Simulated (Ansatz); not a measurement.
# B2P in Ansatz: the effect of functional

B2P:

```
B P
1.0
     1.51512    0.87475    3.92488
    -1.51512    0.87475    3.92488
     0.00000   -1.74950    3.92488
B P
2 1
Direct
  0.42934 0.42934 0.42934
  0.57066 0.57066 0.57066
  0.00000 0.00000 0.00000
```

The cell was built by a generator and needn't be a form met in nature.

Alike in all runs:

* Program: Ansatz 0.2.0
* Task: band structure
* Potentials or basis: Ansatz PAW
* Cutoff: 420 eV (not typed: the program's choice for these potentials)
* k mesh: 10 × 10 × 10
* Occupations: fermi-dirac, width 0.05 eV
* Spin: no spin polarisation

```tsv
functional	pressure (GPa)	largest force (eV/Å)
LDA	-6.2	0.12
PBE	-0.2	0.09
PBEsol	?	?
RPBE	2.4	0.04
revPBE	1.8	0.05
BLYP	6.0	0.32
```

Problem. What does the run with functional PBEsol give?

Solution. Pressure -3.2 GPa; largest force 0.05 eV/Å.

Caveats: the PAW data sets come from PBE, with cores solved anew for the run's functional, which leaves a small shift of forces and pressure (some runs).
